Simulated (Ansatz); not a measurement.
**CH4AlO2 (SMILES C[O][Al][OH]): UB3LYP/6-31G(d) (Cartesian functions)**

What is the vertical doublet–quartet gap of CH4AlO2 at UB3LYP/6-31G* (Cartesian functions)? 

The results are computed with Ansatz 0.2.0.

37 further runs of the same task are left out: 37 set aside as unsound or not needed.

## (1) The molecule

CH4AlO2: 8 atoms, total charge 0, spin state doublet. SMILES: `C[O][Al][OH]`. The shape is that of a PBE0-D4/def2-TZVP optimisation. This is one conformer, not always the lowest.

Bond lengths: C1–O2 1.394 Å, O2–Al3 1.683 Å, Al3–O4 1.701 Å, C1–H5 1.097 Å, C1–H6 1.095 Å, C1–H7 1.095 Å, O4–H8 0.956 Å. Angles: C1–O2–Al3 139.7°, O2–Al3–O4 116.5°, O2–C1–H5 112.7°, O2–C1–H6 110.1°, O2–C1–H7 110.0°, Al3–O4–H8 121.5°, H5–C1–H6 108.0°, H5–C1–H7 108.0°, H6–C1–H7 107.9°.

## (2) A single-point energy at UB3LYP/6-31G(d) (Cartesian functions)

File input.yaml:

```yaml
crystal:
  periodic: [false, false, false]
  atoms:
    - {symbol: C, position_ang: [0.292700, 1.365900, -0.669900]}
    - {symbol: O, position_ang: [-0.035800, 0.282500, 0.144300]}
    - {symbol: Al, position_ang: [-0.062600, -1.399600, 0.093000]}
    - {symbol: O, position_ang: [-0.601900, -2.191900, 1.497900]}
    - {symbol: H, position_ang: [0.661200, 1.058300, -1.655900]}
    - {symbol: H, position_ang: [-0.585400, 2.002400, -0.820800]}
    - {symbol: H, position_ang: [1.070000, 1.971500, -0.192500]}
    - {symbol: H, position_ang: [-0.646300, -3.146000, 1.548200]}
basis:
  gaussian: {orbitals: "6-31G*"}
magnetization: {spin_polarized: true, initial_magnetization: 1}
hamiltonian: {xc: {name: B3LYP}}
accuracy: high
output: {orbitals: {seedname: orbitals}}
```

On the command line:

```console
$ ansatz run input.yaml --threads 1 --pin off --max-ram 3480MiB --events-out events.jsonl --progress --plain --runs-dir runs
```

Log:

```text
Warning: RAYON_NUM_THREADS=1 ignored (pool sized by the plan → 1); use --threads N
Functional definition: B3LYP
  name "B3LYP"
  parameter a0 = 0.2
  parameter ax = 0.72
  parameter ac = 0.81
  exchange = (1 - a0 - ax)*slater_x + ax*b88_x + a0*exact_x
  correlation = (1 - ac)*vwn_rpa_c + ac*lyp_c
1537 factors; integrals over basis functions are off by at most 4.3e-9 eV
mean field evaluation 1: about -11783.3142 eV, gradient 5.4e1 eV
mean field evaluation 2: about -11741.4349 eV, gradient 1.1e2 eV
mean field evaluation 4: about -11794.1232 eV, gradient 5.7e0 eV
mean field evaluation 8: about -11794.3620 eV, gradient 7.9e-1 eV
mean field evaluation 16: about -11794.3651 eV, gradient 6.7e-5 eV
mean field -11794.36505933 eV, -433.4349214228 hartree, gradient 7.0e-8 eV, S^2 0.751643; 0 other end points of the search recorded, 0 dependent functions left out
reference -11794.36509692 eV, -433.4349228039 hartree; 20, 19 occupied and 52, 53 virtual orbitals, 1537 factors
Total energy: -11794.36509692 eV, -433.4349228039 hartree
```

Wall time 8.4 s (1 thread of Arm Neoverse V2, shared host); peak memory 0.31 GiB.

## (3) The quartet, same level

File job.yaml:

```yaml
crystal:
  periodic: [false, false, false]
  atoms:
    - {symbol: C, position_ang: [0.292700, 1.365900, -0.669900]}
    - {symbol: O, position_ang: [-0.035800, 0.282500, 0.144300]}
    - {symbol: Al, position_ang: [-0.062600, -1.399600, 0.093000]}
    - {symbol: O, position_ang: [-0.601900, -2.191900, 1.497900]}
    - {symbol: H, position_ang: [0.661200, 1.058300, -1.655900]}
    - {symbol: H, position_ang: [-0.585400, 2.002400, -0.820800]}
    - {symbol: H, position_ang: [1.070000, 1.971500, -0.192500]}
    - {symbol: H, position_ang: [-0.646300, -3.146000, 1.548200]}
basis:
  gaussian: {orbitals: "6-31G*"}
hamiltonian: {xc: {name: B3LYP}}
output: {orbitals: {seedname: orbitals}}
magnetization: {spin_polarized: true, initial_magnetization: 3}
accuracy: high
```

On the command line:

```console
$ ansatz run job.yaml --threads 1 --pin off --max-ram 3480MiB --events-out events.jsonl --progress --plain --runs-dir runs
```

Log, cut to the lines that bear on the results:

```text
Warning: RAYON_NUM_THREADS=1 ignored (pool sized by the plan → 1); use --threads N
[... 7 set-up lines as earlier in the session ...]
1537 factors; integrals over basis functions are off by at most 4.3e-9 eV
mean field evaluation 1: about -11780.3090 eV, gradient 4.5e1 eV
mean field evaluation 2: about -11702.7422 eV, gradient 1.1e2 eV
mean field evaluation 4: about -11782.9627 eV, gradient 3.4e1 eV
mean field evaluation 8: about -11788.2934 eV, gradient 3.0e-1 eV
mean field evaluation 16: about -11788.4182 eV, gradient 7.4e-4 eV
mean field evaluation 32: about -11788.4182 eV, gradient 8.1e-8 eV
mean field -11788.41818446 eV, -433.2163778021 hartree, gradient 8.1e-8 eV, S^2 3.754644; 4 other end points of the search recorded, 0 dependent functions left out
reference -11788.41822166 eV, -433.2163791692 hartree; 21, 18 occupied and 51, 54 virtual orbitals, 1537 factors
Total energy: -11788.41822166 eV, -433.2163791692 hartree
```

Wall time 12 s (1 thread of Arm Neoverse V2, shared host); peak memory 0.3 GiB.

## (4) What came out

Level: UB3LYP/6-31G* (Cartesian functions).

```
                                        quantity          value
                           doublet: total energy  -433.43492 Eh
     doublet: HOMO energy (highest over α and β)       -5.41 eV
      doublet: LUMO energy (lowest over α and β)       -2.70 eV
                                   doublet: ⟨S²⟩          0.752
                           quartet: total energy  -433.21638 Eh
     quartet: HOMO energy (highest over α and β)       -2.04 eV
                                   quartet: ⟨S²⟩          3.755
vertical energy of the quartet above the doublet       5.947 eV
```

In words: At this shape the quartet lies 5.95 eV (574 kJ/mol) above the doublet.
